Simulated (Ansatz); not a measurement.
# C3H5B: rigid scan of one bond length from a Python script

A script is to give a rigid scan of one bond length; the system is C3H5B. SMILES: BC1=CC1.

Computed with the Python package of Ansatz 0.2.0. Level of theory: PBE0+D3(BJ)/def2-SVP.

**1. Starting point**

Bond lengths: B1–C2 1.499 Å, C2–C3 1.427 Å, C2–C4 1.390 Å, C3–C4 1.328 Å, B1–H5 1.201 Å, B1–H6 1.242 Å, C3–H7 1.129 Å, C4–H8 1.129 Å, C4–H9 1.138 Å. Angles (14 of 15 angles, heavy atoms first): B1–C2–C3 149.4°, B1–C2–C4 154.3°, C3–C2–C4 56.3°, C2–C3–C4 60.5°, C2–C4–C3 63.3°, C2–B1–H5 124.0°, C2–B1–H6 121.2°, C2–C3–H7 150.9°, C4–C3–H7 148.1°, C2–C4–H8 110.8°, C2–C4–H9 116.1°, C3–C4–H8 112.4°, C3–C4–H9 121.2°, H5–B1–H6 114.8°.

c3h5b.xyz, read by the script:

```xyz
9

B    -0.61620    1.31020   -0.80900
C    -0.02550    0.11640   -0.12090
C     0.99660   -0.87580   -0.04360
C     0.04610   -0.84180    0.88330
H    -0.14580    1.82270   -1.78830
H    -1.66810    1.83130   -0.40250
H     1.97680   -1.31240   -0.39570
H    -0.73470   -1.64300    0.72840
H     0.25920   -0.45370    1.93140
```

**2. Script**

c3h5b.py

```python
"""Stretching a bond of C3H5B, the rest held rigid."""

import ansatz as az
import matplotlib.pyplot as plt
import numpy as np


def main() -> None:
    c3h5b = az.Crystal.molecule_from_extxyz("c3h5b.xyz")

    symbols = [site.symbol for site in c3h5b.cartesian_sites]
    start = np.array([site.position_ang for site in c3h5b.cartesian_sites])
    axis = (start[8] - start[3]) / np.linalg.norm(start[8] - start[3])
    moving = [8]
    lengths, energies = [1.001, 1.047, 1.092, 1.138, 1.183, 1.229, 1.274, 1.343], []
    for length in lengths:
        xyz = start.copy()
        xyz[moving] += (length - np.linalg.norm(start[8] - start[3])) * axis
        point = az.Crystal.molecule()
        for symbol, xyz in zip(symbols, xyz):
            point = point.atom(symbol, xyz.tolist())
        base = (
            point.calculation()
            .basis(gaussian="def2-SVP")
            .functional("pbe0", dispersion="d3bj")
        )
        data = base.run(threads=1).report
        energies.append(data["free_energy_ev"])
        print(f"r = {length:6.3f} A  E = {energies[-1]:.5f} eV  <S^2> = {abs(data['mean_field']['state']['spin_squared']):.3f}")

    # quartic fit about the minimum
    fit = np.polynomial.Polynomial.fit(lengths, np.array(energies) - min(energies), 4).convert()
    roots = [r.real for r in fit.deriv().roots() if abs(r.imag) < 1e-9 and fit.deriv(2)(r.real) > 0]
    r_e = min(roots, key=lambda r: abs(r - lengths[int(np.argmin(energies))]))
    print(f"minimum of the fit at {r_e:.4f} A, force constant {fit.deriv(2)(r_e):.2f} eV/A^2")
    plt.figure(figsize=(4.5, 3))
    plt.plot(lengths, np.array(energies) - min(energies), "o-")
    plt.xlabel("bond length (A)")
    plt.ylabel("E - E(min) (eV)")
    plt.tight_layout()
    plt.savefig("scan.png", dpi=100)


if __name__ == "__main__":
    main()
```

**3. The calls as engine input**

The engine receives this input (first run):

```yaml
crystal:
  periodic: [false, false, false]
  atoms:
    - { symbol: B, position_ang: [-0.6162, 1.3102, -0.809] }
    - { symbol: C, position_ang: [-0.0255, 0.1164, -0.1209] }
    - { symbol: C, position_ang: [0.9966, -0.8758, -0.0436] }
    - { symbol: C, position_ang: [0.0461, -0.8418, 0.8833] }
    - { symbol: H, position_ang: [-0.1458, 1.8227, -1.7883] }
    - { symbol: H, position_ang: [-1.6681, 1.8313, -0.4025] }
    - { symbol: H, position_ang: [1.9768, -1.3124, -0.3957] }
    - { symbol: H, position_ang: [-0.7347, -1.643, 0.7284] }
    - { symbol: H, position_ang: [0.23358159706281312, -0.5003565095256791, 1.8053997741977215] }
basis:
  gaussian:
    orbitals: def2-SVP
hamiltonian:
  xc: pbe0
  dispersion: d3bj
```

**4. The run**

On the command line:

```bash
$ python c3h5b.py
```

What it wrote:

```text
r =  1.001 A  E = -3856.40143 eV  <S^2> = 0.000
r =  1.047 A  E = -3856.55897 eV  <S^2> = 0.000
r =  1.092 A  E = -3856.62179 eV  <S^2> = 0.000
r =  1.138 A  E = -3856.61451 eV  <S^2> = 0.000
r =  1.183 A  E = -3856.55427 eV  <S^2> = 0.000
r =  1.229 A  E = -3856.45207 eV  <S^2> = 0.000
r =  1.274 A  E = -3856.32288 eV  <S^2> = 0.000
r =  1.343 A  E = -3856.08730 eV  <S^2> = 0.000
minimum of the fit at 1.1093 A, force constant 30.98 eV/A^2
```

Run time: 15 s. Hardware: 1 thread of Arm Neoverse V1, shared host; peak memory 0.24 GiB.

**5. What changed from run to run**

The engine's inputs for some of the other runs:

Run 3, against run 1:

```diff
@@ -12 +12 @@
-    - { symbol: H, position_ang: [0.23358159706281312, -0.5003565095256791, 1.8053997741977215] }
+    - { symbol: H, position_ang: [0.250625378613978, -0.4693161922098317, 1.8892270263975146] }
```

Run 5, against run 1:

```diff
@@ -12 +12 @@
-    - { symbol: H, position_ang: [0.23358159706281312, -0.5003565095256791, 1.8053997741977215] }
+    - { symbol: H, position_ang: [0.2676691601651428, -0.43827587489398434, 1.9730542785973075] }
```

Run 8, against run 1:

```diff
@@ -12 +12 @@
-    - { symbol: H, position_ang: [0.23358159706281312, -0.5003565095256791, 1.8053997741977215] }
+    - { symbol: H, position_ang: [0.2976362486067513, -0.3836994928001868, 2.1204428538936466] }
```

Lines on the test bed's own set-up are left out of the output.

**6. The engine's runs**

The 8 runs, in the order started:

| run | distance (Å) | energy from run 3 (eV) | SCF cycles | CPU time (s) |
| --- | --- | --- | --- | --- |
| 1 | 1.00 | 0.2204 | 16 | 1.7 |
| 2 | 1.05 | 0.0628 | 16 | 1.7 |
| 3 | 1.09 | 0.0000 | 16 | 1.7 |
| 4 | 1.14 | 0.0073 | 16 | 1.7 |
| 5 | 1.18 | 0.0675 | 16 | 1.6 |
| 6 | 1.23 | 0.1697 | 16 | 1.6 |
| 7 | 1.27 | 0.2989 | 16 | 1.6 |
| 8 | 1.34 | 0.5345 | 17 | 1.7 |

**7. What came out**

| quantity | value |
| --- | --- |
| bond length at the fit's minimum | 1.1093 Å |
| runs compared | 8 |
| range of energy | 0.534 eV |
| lowest point, distance (Å) | 1.09 |

**Reading.** The curve has its lowest point inside the range, at 1.09. The ends stand 0.22 and 0.534 eV above it. The distance scanned is the script's pair 3, 8. What to keep in mind:
- The rest of the molecule is held rigid at a force-field or estimated start geometry, and the basis set is modest; single-reference methods fail as a bond breaks.
- The orbitals are restricted, so S² is zero by construction.
